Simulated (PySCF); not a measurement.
# RuO(OH)2: relaxation and vibrations of the singlet

Aim: relax RuO(OH)2 as a singlet from a T-shaped (ligand arrangement 2) start, check by its vibrations whether the end is a minimum, and collect its spectrum and constants.

Program: PySCF 2.14.0. Level of theory: PBE0, basis Ru def2-SVP with ECP28, O def2-SVP, H def2-SVP, scalar-relativistic core potentials, no spin–orbit coupling, density fitting. These are calculated values, not measurements.

### Step 1. Starting geometry

6 atoms, charge 0, spin multiplicity 1.

Bond lengths: Ru1–O2 1.710 Å, Ru1–O3 1.880 Å, Ru1–O4 1.880 Å, O3–H5 0.960 Å, O4–H6 0.960 Å. Angles: O2–Ru1–O3 88.0°, O2–Ru1–O4 176.0°, O3–Ru1–O4 88.0°, Ru1–O3–H5 130.0°, Ru1–O4–H6 130.0°.

Z-matrix (Å, degrees; charge 0 multiplicity 1):
```
Ru
O  1 1.7100
O  1 1.8800 2 88.00
O  1 1.8800 3 88.00 2 180.00
H  3 0.9600 1 130.00 2 180.00
H  4 0.9600 1 130.00 3 90.00
```

### Step 2. Relaxation: T-shaped (ligand arrangement 2) start, singlet

The steps below are one call of a driver around PySCF. For each, scf.py gives the equivalent set-up of the SCF; relaxations use the driver's own optimiser. Before each start the driver seeks the lowest SCF state from one or more starting densities and follows internal instabilities, so scf.py alone need not reach the same state.

The program finds C1 symmetry in the start.

Contents of scf.py:

```python
from pyscf import gto, scf, dft
mol = gto.M(atom='''
Ru     0.039326    -0.004879    -0.228295
O      1.748326    -0.004879    -0.168595
O      0.039326    -0.004879     1.651705
O     -1.839574    -0.004879    -0.162695
H     -0.696074    -0.004879     2.268805
H     -2.456274     0.730521    -0.141195''',
    basis={'Ru': 'def2-SVP', 'O': 'def2-SVP', 'H': 'def2-SVP'},
    ecp={'Ru': 'def2-SVP'},
    charge=0, spin=0)
mf = dft.RKS(mol, xc='PBE0')
mf.grids.atom_grid = (50, 194)
aux = {'Ru': 'def2-universal-JKFIT', 'O': 'def2-universal-JKFIT', 'H': 'def2-universal-JKFIT'}
mf = mf.density_fit(auxbasis=aux)
mf.kernel()
```

Further steps of the session: Is it a minimum? Harmonic modes.

Before running it: what results should come out? Wanted: minimum; geometry; wavenumbers; dipole moment; highest occupied, lowest empty level; polar-tensor charge of Ru1; zero-point energy; atomisation energy.

As calculated:

```
                                 quantity                                                                                                          value
                                  minimum                                                                                                    singlet, C2
                                 geometry       O–H 0.971 Å (×2), Ru–O 1.610 Å, Ru–O 1.848 Å (×2); H–O–Ru 113.5° (×2), O–Ru–O 109.0°, O–Ru–O 125.5° (×2)
                       wavenumbers (cm⁻¹)  151 (b), 193 (a), 209 (b), 456 (a), 491 (b), 691 (b), 701 (a), 761 (b), 807 (a), 1088 (a), 3792 (b), 3796 (a)
                            dipole moment                                                                                                         1.37 D
     highest occupied, lowest empty level                                                                                                -7.05, -3.74 eV
               polar-tensor charge of Ru1                                                                                                        +1.60 e
                        zero-point energy                                                                                                    78.6 kJ/mol
                      entropy at 298.15 K                                                                                                311.7 J/(mol K)
atomisation energy (no zero-point energy)                                                                                                    2007 kJ/mol
```

The T-shaped (ligand arrangement 2) start (C1) ends in a minimum of C2 symmetry. In the infrared the band at 691 cm⁻¹ (b) leads. Only this shape and spin were tried, so other structures or states may lie lower. Whether spin polarisation would lower the closed shell was not checked.
